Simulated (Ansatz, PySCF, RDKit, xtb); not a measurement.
**Which structure has the formula [Si2HF2]−?**

Task: start from the formula [Si2HF2]− (charge -1), draw up candidate structures, narrow them down in stages, and characterise the one that lies lowest at 200 K.

The funnel: GFN2-xTB relaxations, single points with a density functional, relaxations at r2SCAN-D4/def2-SVPD, harmonic vibrations, and a last energy at a higher level. All values are calculated.

7 further runs of the same task are left out: 1 for a known fault of the program, 6 set aside as unsound or not needed.

### 1 Possible bonding patterns

All bonding patterns within simple valence rules are listed by program: one Lewis structure each, at most two rings and one unusual centre or charged pair. O–O, O–halogen and N–halogen bonds and N–N–N chains are not drawn. That gives 5 candidates.

```csv
label,SMILES,spin
c168,F/[Si-]=[SiH]/F,singlet
c247,F[SiH-](F)=[Si],singlet
c293,F[SiH-](F)=[Si],triplet
c496,F/[Si-]=[SiH]\F,singlet
c557,F[Si](F)=[SiH-],singlet
```

Candidates are built by distance geometry, with a force field where one applies, in up to four conformers (letters a to d). 5 starts with atoms placed at random are added, to find patterns that the rules miss.

**Question.** With final energies at CCSD(T)/def2-SVPD + MP2/def2-TZVPPD - MP2/def2-SVPD, which structure will this search put lowest in free energy, and by what margin?

| quantity | value |
| --- | --- |
| lowest structure found | F[Si](F)=[SiH-], singlet, Cs |
| next finalist | [F][SiH]([F])[Si] ‡, triplet, 2.1 kcal/mol higher in G |
| share at equilibrium, among the finalists | 99.5 % |
| harmonic wavenumbers, lowest and highest (r2SCAN-D4/def2-SVPD) | 157 and 1933 cm⁻¹ |
| rotational constants, same geometry | 0.2729, 0.09441, 0.07014 cm⁻¹ |
| HOMO energy (PBE0/def2-TZVPD) | -0.42 eV |
| LUMO energy (PBE0/def2-TZVPD) | 3.35 eV |
| HOMO–LUMO gap (to an unbound level, set by the basis) (PBE0/def2-TZVPD) | 3.77 eV |
| lowest excitation (TD-B3LYP/def2-SVPD) | 2.72 eV (f = 0.050) |
| strongest of the states computed, same level | 4.70 eV (f = 0.237) |
| lowest triplet excitation, same level, Tamm-Dancoff | 2.13 eV |
| vertical detachment energy | 2.26 eV |
| vertical triplet less singlet | +2.11 eV |

The lowest structure found is `F[Si](F)=[SiH-]`. The margin, 2.1 kcal/mol, is modest. HF/STO-3G, r2SCAN-D4/def2-SVPD, r2SCAN-D4/def2-SVPD, relaxed, HF/def2-SVPD and MP2/def2-SVPD favour the triplet F[SiH-](F)=[Si]. In an anion, excitations above the detachment energy lie in the continuum and hang on the basis, so they needn't be bound states. The search is not exhaustive (a finite list of starts, one conformer a finalist), so a lower isomer can't be ruled out.

‡ marks the bonded skeleton alone, with all bonds drawn single: no Lewis structure was assigned that passes a check against the bond lengths.
